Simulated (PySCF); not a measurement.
# [WOF3]−: forces at shaken geometries

How stiff is [WOF3]−? Its atoms are displaced at random by several amounts. The structure is generated, not taken from experiment.

Method: B3LYP, W def2-SVP with ECP60, O def2-SVP, F def2-SVP; scalar-relativistic core potentials, no spin–orbit coupling; program: PySCF 2.14.0.

2 further runs of the same task are left out: 1 for a known fault of the program, 1 that didn't finish.

## (1) Where the work starts

5 atoms, charge -1, spin multiplicity 1.

Bond lengths: W1–O2 1.731 Å, W1–F3 1.893 Å, W1–F4 1.959 Å, W1–F5 1.893 Å. Angles: O2–W1–F3 97.1°, O2–W1–F4 160.2°, O2–W1–F5 97.1°, F3–W1–F4 85.3°, F3–W1–F5 161.5°, F4–W1–F5 85.3°.

Coordinates:

```xyz
5

W     0.0647    0.0000    0.0036
O     1.7641    0.0000    0.3330
F    -0.1274    1.8683   -0.2322
F    -1.8706    0.0000    0.3057
F    -0.1274   -1.8683   -0.2322
```

Formal oxidation states: W +4. An earlier session relaxed this geometry at B3LYP, W def2-SVP with ECP60, O def2-SVP, F def2-SVP (singlet, point group Cs).

Its energy there is -441.827583 Eh.

## (2) Atoms moved at random, σ = 0.06 Å

run.py (the lines that set the calculation)

```python
mol = gto.M(atom='''
W      0.12232     0.01742    -0.05634
O      1.72343     0.00590     0.26732
F     -0.12230     1.89491    -0.19471
F     -1.83598     0.00786     0.31155
F     -0.18412    -1.92609    -0.14996''',
    basis={'W': 'def2-SVP', 'O': 'def2-SVP', 'F': 'def2-SVP'},
    ecp={'W': 'def2-SVP'},
    charge=-1, spin=0)
mf = dft.RKS(mol, xc='B3LYP')
mf.grids.atom_grid = (50, 194)
mf = mf.density_fit()  # fitting sets: W def2-universal-JKFIT, O def2-universal-JKFIT, F def2-universal-JKFIT
mf.conv_tol = 1e-08; mf.max_cycle = 55
mf.kernel(dm0)  # dm0: the density of the relaxed state
```

Run with:

```bash
OMP_NUM_THREADS=2 python run.py
```

The program printed:

```text
init E= -441.816643573801
  HOMO = -0.0207531397722924  LUMO = 0.085057240288485  gap/eV = 2.87925
cycle= 1 E= -441.79958338965  delta_E= 0.0171  |g|= 0.255  |ddm|= 0.432
  HOMO = -0.0188023381720619  LUMO = 0.097091259798102  gap/eV = 3.15363
cycle= 2 E= -441.73091852156  delta_E= 0.0687  |g|= 0.647  |ddm|= 0.628
  HOMO = -0.0261394183127912  LUMO = 0.0829124473835705  gap/eV = 2.96745
cycle= 3 E= -441.812931092865  delta_E= -0.082  |g|= 0.0508  |ddm|= 0.437
  HOMO = -0.0223529231500699  LUMO = 0.0874820781373664  gap/eV = 2.98876
cycle= 4 E= -441.813275337519  delta_E= -0.000344  |g|= 0.0305  |ddm|= 0.0662
  HOMO = -0.0240496584905863  LUMO = 0.0856429354610491  gap/eV = 2.98489
cycle= 5 E= -441.813451708145  delta_E= -0.000176  |g|= 0.00684  |ddm|= 0.0291
  HOMO = -0.0237812977342635  LUMO = 0.0858209739518969  gap/eV = 2.98243
cycle= 6 E= -441.813460609928  delta_E= -8.9e-06  |g|= 0.00157  |ddm|= 0.0065
  HOMO = -0.023721822849474  LUMO = 0.0859112532398996  gap/eV = 2.98327
cycle= 7 E= -441.813461220454  delta_E= -6.11e-07  |g|= 0.0007  |ddm|= 0.00234
  HOMO = -0.0237216315935029  LUMO = 0.0859293965836905  gap/eV = 2.98376
cycle= 8 E= -441.813461371478  delta_E= -1.51e-07  |g|= 0.000313  |ddm|= 0.00121
  HOMO = -0.0237403508575511  LUMO = 0.0859028827305544  gap/eV = 2.98354
cycle= 9 E= -441.813461432115  delta_E= -6.06e-08  |g|= 8.83e-05  |ddm|= 0.00103
  HOMO = -0.0237310617521302  LUMO = 0.0859146781303508  gap/eV = 2.98361
cycle= 10 E= -441.81346144917  delta_E= -1.71e-08  |g|= 4.09e-05  |ddm|= 0.000876
  HOMO = -0.0237366978460791  LUMO = 0.0859077630206322  gap/eV = 2.98358
cycle= 11 E= -441.813461450066  delta_E= -8.96e-10  |g|= 2.69e-05  |ddm|= 0.000169
  HOMO = -0.0237332172935574  LUMO = 0.0859115280113549  gap/eV = 2.98359
Extra cycle  E= -441.813461449642  delta_E= 4.23e-10  |g|= 5.75e-05  |ddm|= 7.15e-05
converged SCF energy = -441.813461449642
```

Run time: 2.3 s. Hardware: 2 threads of Arm Neoverse V2, shared host.

Result: E = -441.813461 Eh (+0.384 eV from the relaxed state), HOMO -0.65 eV, LUMO 2.34 eV, Mulliken charge on W1 +0.64 e, largest force component 7.387 eV/Å. 

| atom | Fx | Fy | Fz (eV/Å) |
| --- | --- | --- | --- |
| W1 | -7.387 | -1.303 | -1.126 |
| O2 | 6.227 | -0.124 | 1.208 |
| F3 | 0.226 | -0.192 | -0.041 |
| F4 | 0.354 | 0.081 | -0.056 |
| F5 | 0.580 | 1.537 | 0.015 |

## (3) Atoms moved at random, σ = 0.15 Å

run.py (the lines that set the calculation)

```python
mol = gto.M(atom='''
W      0.28463    -0.01090     0.13027
O      1.67058     0.01941     0.59495
F     -0.05351     2.10870    -0.28911
F     -1.92101    -0.18258     0.28549
F     -0.27733    -1.93463    -0.54375''',
    basis={'W': 'def2-SVP', 'O': 'def2-SVP', 'F': 'def2-SVP'},
    ecp={'W': 'def2-SVP'},
    charge=-1, spin=0)
mf = dft.RKS(mol, xc='B3LYP')
mf.grids.atom_grid = (50, 194)
mf = mf.density_fit()  # fitting sets: W def2-universal-JKFIT, O def2-universal-JKFIT, F def2-universal-JKFIT
mf.conv_tol = 1e-08; mf.max_cycle = 55
mf.kernel(dm0)  # dm0: the density of the relaxed state
```

Run with:

```bash
OMP_NUM_THREADS=2 python run.py
```

The program printed:

```text
init E= -441.575035581481
  HOMO = -0.109364008516067  LUMO = -0.0481674731305723  gap/eV = 1.66524
cycle= 1 E= -441.533485619844  delta_E= 0.0415  |g|= 0.749  |ddm|= 1.41
  HOMO = 0.0236300050287994  LUMO = 0.118561586670835  gap/eV = 2.58322
cycle= 2 E= -441.152671838625  delta_E= 0.381  |g|=  1.6  |ddm|= 1.91
  HOMO = -0.019126633802756  LUMO = 0.0702475337376534  gap/eV = 2.43199
cycle= 3 E= -441.643407550182  delta_E= -0.491  |g|= 0.149  |ddm|= 1.24
  HOMO = -0.03642117818994  LUMO = 0.046429481554572  gap/eV = 2.25448
cycle= 4 E= -441.643914989507  delta_E= -0.000507  |g|= 0.148  |ddm|= 0.283
  HOMO = -0.0305388673531759  LUMO = 0.0550254787175568  gap/eV = 2.32832
cycle= 5 E= -441.648175300119  delta_E= -0.00426  |g|= 0.0255  |ddm|= 0.13
  HOMO = -0.0294728383037501  LUMO = 0.0567707237272259  gap/eV = 2.34681
cycle= 6 E= -441.648272982135  delta_E= -9.77e-05  |g|= 0.0107  |ddm|= 0.0233
  HOMO = -0.0290614951884471  LUMO = 0.0571931585753944  gap/eV = 2.34711
cycle= 7 E= -441.648294958949  delta_E= -2.2e-05  |g|= 0.00356  |ddm|= 0.0124
  HOMO = -0.029474651019509  LUMO = 0.0567972374802146  gap/eV = 2.34758
cycle= 8 E= -441.648301375518  delta_E= -6.42e-06  |g|= 0.00113  |ddm|= 0.00925
  HOMO = -0.0293715343566383  LUMO = 0.0569754305409447  gap/eV = 2.34962
cycle= 9 E= -441.64830458126  delta_E= -3.21e-06  |g|= 0.000606  |ddm|= 0.00893
  HOMO = -0.0293546904184154  LUMO = 0.0570054823518333  gap/eV = 2.34998
cycle= 10 E= -441.648306463715  delta_E= -1.88e-06  |g|= 0.000591  |ddm|= 0.00939
  HOMO = -0.0293584061688179  LUMO = 0.0569998416511019  gap/eV = 2.34993
cycle= 11 E= -441.648306948048  delta_E= -4.84e-07  |g|= 0.000243  |ddm|= 0.0044
  HOMO = -0.0293631899351716  LUMO = 0.0569834880826292  gap/eV = 2.34961
cycle= 12 E= -441.648307111481  delta_E= -1.63e-07  |g|= 4.56e-05  |ddm|= 0.00402
  HOMO = -0.029362558921278  LUMO = 0.0569810653450062  gap/eV = 2.34953
cycle= 13 E= -441.648307113995  delta_E= -2.51e-09  |g|= 1.84e-05  |ddm|= 0.000466
  HOMO = -0.0293643771434589  LUMO = 0.0569781907986879  gap/eV = 2.34950
Extra cycle  E= -441.648307113978  delta_E= 1.61e-11  |g|= 2.35e-05  |ddm|= 4.67e-05
converged SCF energy = -441.648307113978
```

It took 2.3 s on 2 threads of Arm Neoverse V2, shared host.

Read off: E = -441.648307 Eh (+4.878 eV from the relaxed state), HOMO -0.80 eV, LUMO 1.55 eV, Mulliken charge on W1 +0.58 e, largest force component 30.893 eV/Å. 

| atom | Fx | Fy | Fz (eV/Å) |
| --- | --- | --- | --- |
| W1 | -30.893 | 0.333 | -10.836 |
| O2 | 25.651 | 0.027 | 8.533 |
| F3 | 0.905 | -3.682 | 0.930 |
| F4 | 2.182 | 0.760 | 0.194 |
| F5 | 2.155 | 2.563 | 1.179 |

## (4) Atoms moved at random, σ = 0.03 Å

run.py (the lines that set the calculation)

```python
mol = gto.M(atom='''
W      0.06339    -0.01552    -0.03237
O      1.74722     0.00534     0.31145
F     -0.14258     1.88592    -0.16671
F     -1.83326    -0.01168     0.30719
F     -0.13141    -1.86406    -0.24170''',
    basis={'W': 'def2-SVP', 'O': 'def2-SVP', 'F': 'def2-SVP'},
    ecp={'W': 'def2-SVP'},
    charge=-1, spin=0)
mf = dft.RKS(mol, xc='B3LYP')
mf.grids.atom_grid = (50, 194)
mf = mf.density_fit()  # fitting sets: W def2-universal-JKFIT, O def2-universal-JKFIT, F def2-universal-JKFIT
mf.conv_tol = 1e-08; mf.max_cycle = 55
mf.kernel(dm0)  # dm0: the density of the relaxed state
```

Run with:

```bash
OMP_NUM_THREADS=2 python run.py
```

The program printed:

```text
init E= -441.837180230745
  HOMO = -0.0185039757753671  LUMO = 0.0976204418423059  gap/eV = 3.15991
cycle= 1 E= -441.825489961381  delta_E= 0.0117  |g|= 0.0628  |ddm|= 0.196
  HOMO = -0.0226498282300227  LUMO = 0.0936512561441241  gap/eV = 3.16471
cycle= 2 E= -441.823980204909  delta_E= 0.00151  |g|= 0.115  |ddm|= 0.141
  HOMO = -0.0216907527121428  LUMO = 0.0942702180379626  gap/eV = 3.15546
cycle= 3 E= -441.826357361978  delta_E= -0.00238  |g|= 0.0137  |ddm|= 0.081
  HOMO = -0.0217404237248111  LUMO = 0.0944844511605645  gap/eV = 3.16264
cycle= 4 E= -441.826392399923  delta_E= -3.5e-05  |g|= 0.0032  |ddm|= 0.0139
  HOMO = -0.0216815071247396  LUMO = 0.0945124114963285  gap/eV = 3.16180
cycle= 5 E= -441.826395226944  delta_E= -2.83e-06  |g|= 0.00176  |ddm|= 0.00555
  HOMO = -0.0217404094843801  LUMO = 0.094425185645548  gap/eV = 3.16103
cycle= 6 E= -441.826396160573  delta_E= -9.34e-07  |g|= 0.000836  |ddm|= 0.00324
  HOMO = -0.0216767998826555  LUMO = 0.0945148224902468  gap/eV = 3.16174
cycle= 7 E= -441.826396432131  delta_E= -2.72e-07  |g|= 0.000706  |ddm|= 0.00253
  HOMO = -0.0217001204268392  LUMO = 0.0944841842056867  gap/eV = 3.16154
cycle= 8 E= -441.826396563595  delta_E= -1.31e-07  |g|= 0.000246  |ddm|= 0.000988
  HOMO = -0.021712421549072  LUMO = 0.0944688318604534  gap/eV = 3.16145
cycle= 9 E= -441.826396600217  delta_E= -3.66e-08  |g|= 7.78e-05  |ddm|= 0.00097
  HOMO = -0.0217026754194762  LUMO = 0.0944797612107031  gap/eV = 3.16149
cycle= 10 E= -441.826396603804  delta_E= -3.59e-09  |g|= 6.01e-05  |ddm|= 0.000388
  HOMO = -0.0217109410324063  LUMO = 0.0944729138304581  gap/eV = 3.16152
Extra cycle  E= -441.826396601876  delta_E= 1.93e-09  |g|= 0.000121  |ddm|= 0.000141
converged SCF energy = -441.826396601876
```

Run time: 2.2 s. Hardware: 2 threads of Arm Neoverse V2, shared host.

Read off: E = -441.826397 Eh (+0.032 eV from the relaxed state), HOMO -0.59 eV, LUMO 2.57 eV, Mulliken charge on W1 +0.65 e, largest force component 1.142 eV/Å. 

| atom | Fx | Fy | Fz (eV/Å) |
| --- | --- | --- | --- |
| W1 | -0.043 | 1.142 | -0.132 |
| O2 | 0.752 | -0.039 | 0.122 |
| F3 | 0.052 | -0.479 | -0.004 |
| F4 | -0.750 | 0.007 | 0.129 |
| F5 | -0.010 | -0.630 | -0.115 |

## (5) The displacements side by side

| σ (Å) | energy rise (eV) | harmonic estimate −½ F·u (eV) | largest force component (eV/Å) |
| --- | --- | --- | --- |
| 0.06 | 0.384 | 0.414 | 7.39 |
| 0.15 | 4.878 | 5.160 | 30.89 |
| 0.03 | 0.032 | 0.034 | 1.14 |

Every displacement raises the energy. For a harmonic well the rise equals −½ F·u; the two differ by at most 8 % here (a move with σ = 0.06 Å), from anharmonicity, the grid and the small forces left at the relaxed point. These are double-zeta-type bases without diffuse functions. Spin–orbit coupling is left out.
